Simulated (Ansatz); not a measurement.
**C₄H₉BClN: a ladder of functionals and wavefunction methods**

The task here is to estimate one member of a computed series from the others.

Computed with Ansatz 0.2.0, Gaussian basis. Level: functionals in def2-TZVPP, the program's frozen cores in correlated methods.

The runs, in order: LDA (SPW92), PBE-D4, revPBE-D4, BLYP-D4, r2SCAN-D4, B97M-V, PBE0-D4, B3LYP-D4, r2SCANh-D4, r2SCAN0-D4, HSE06-D4, BHLYP-D4, CAM-B3LYP-D4, LC-ωPBE, ωB97X-V, ωB97M-V, B2PLYP, PBE-QIDH; CCSD(T)/def2-SVP; MP2/def2-TZVPP; MP2/def2-QZVPP; RPA on PBE.

**The geometry**

All runs share one geometry, relaxed beforehand with PBE0-D4 in a triple-zeta def2 set.

16 atoms, charge 0, spin multiplicity 1.

Atoms are counted from 1 here; the program's logs count them from 0.

Bond lengths: C1–C2 1.441 Å, C1–H8 1.091 Å, C1–H9 1.091 Å, C1–H10 1.092 Å, C2–N3 1.140 Å, N3–B4 1.591 Å, B4–C5 1.601 Å, B4–C6 1.601 Å, B4–Cl7 1.883 Å, C5–H11 1.096 Å, C5–H12 1.093 Å, C5–H13 1.094 Å, C6–H14 1.093 Å, C6–H15 1.094 Å, C6–H16 1.096 Å. Angles: C2–C1–H8 109.8°, C2–C1–H9 109.8°, C2–C1–H10 109.3°, H8–C1–H9 109.4°, H8–C1–H10 109.3°, H9–C1–H10 109.3°, C1–C2–N3 179.0°, C2–N3–B4 178.5°, N3–B4–C5 106.8°, N3–B4–C6 106.8°, N3–B4–Cl7 101.8°, C5–B4–C6 116.6°, C5–B4–Cl7 111.7°, C6–B4–Cl7 111.7°, B4–C5–H11 112.0°, B4–C5–H12 108.8°, B4–C5–H13 113.0°, H11–C5–H12 107.2° and more.

The first run:

The input, in.yaml:

```yaml
crystal:
  periodic: [false, false, false]
  atoms:
    - {symbol: C, position_ang: [2.181459, 0.525380, 2.164062]}
    - {symbol: C, position_ang: [1.200033, 0.375019, 1.119418]}
    - {symbol: N, position_ang: [0.429391, 0.274307, 0.284729]}
    - {symbol: B, position_ang: [-0.633529, 0.169422, -0.894784]}
    - {symbol: C, position_ang: [-0.240151, -1.118705, -1.759571]}
    - {symbol: C, position_ang: [-2.081899, 0.160064, -0.213613]}
    - {symbol: Cl, position_ang: [-0.318056, 1.766591, -1.840063]}
    - {symbol: H, position_ang: [2.888576, -0.304874, 2.130229]}
    - {symbol: H, position_ang: [1.687589, 0.540359, 3.136866]}
    - {symbol: H, position_ang: [2.720522, 1.463452, 2.019537]}
    - {symbol: H, position_ang: [-0.337714, -2.045501, -1.183080]}
    - {symbol: H, position_ang: [-0.921748, -1.193825, -2.611190]}
    - {symbol: H, position_ang: [0.775822, -1.070005, -2.161075]}
    - {symbol: H, position_ang: [-2.841632, 0.139165, -0.999645]}
    - {symbol: H, position_ang: [-2.272490, 1.046506, 0.397672]}
    - {symbol: H, position_ang: [-2.236183, -0.727334, 0.410506]}
basis:
  gaussian: {orbitals: def2-TZVPP}
hamiltonian: {xc: lda}
output: {orbitals: {seedname: orbitals}}
```

Launch:

```console
$ ansatz run in.yaml --threads 4 --pin off --events-out ev --progress --plain --max-ram 11315MiB
```

Among the steps run: LDA; PBE-D4 (GGA); revPBE-D4 (GGA); BLYP-D4 (GGA); r2SCAN-D4 (meta-GGA); B97M-V (meta-GGA); B3LYP-D4 (hybrid); r2SCANh-D4 (hybrid); r2SCAN0-D4 (hybrid); HSE06-D4 (hybrid); BHLYP-D4 (hybrid); CAM-B3LYP-D4 (range-separated); LC-ωPBE (range-separated); ωB97X-V (range-separated); ωB97M-V (range-separated); B2PLYP (double hybrid); PBE-QIDH (double hybrid).

One of the session's tables, all rows but one given; the rest of the session is left out.

It belongs to the step «Frontier levels by functional». 

| functional | HOMO (eV) | gap (eV) |
| --- | --- | --- |
| LDA (SPW92) | -5.81 | 3.77 |
| PBE-D4 | -5.68 | 3.85 |
| revPBE-D4 | -5.62 | 3.87 |
| BLYP-D4 | -5.55 | 3.82 |
| r2SCAN-D4 | -5.95 | 4.35 |
| B97M-V | -6.06 | 4.54 |
| PBE0-D4 | ? | ? |
| B3LYP-D4 | -6.75 | 5.67 |
| r2SCANh-D4 | -6.43 | 5.20 |
| r2SCAN0-D4 | -7.16 | 6.50 |
| HSE06-D4 | -6.58 | 5.39 |
| BHLYP-D4 | -8.19 | 8.52 |
| CAM-B3LYP-D4 | -8.34 | 8.68 |
| LC-ωPBE | -9.70 | 11.24 |
| ωB97X-V | -9.36 | 10.81 |
| ωB97M-V | -9.23 | 10.57 |

**Question.** Estimate the row for PBE0-D4.

**Answer.** HOMO (eV): -6.98; gap (eV): 6.17. In the column «HOMO (eV)» it lies between r2SCAN0-D4 (-7.16) and B3LYP-D4 (-6.75).
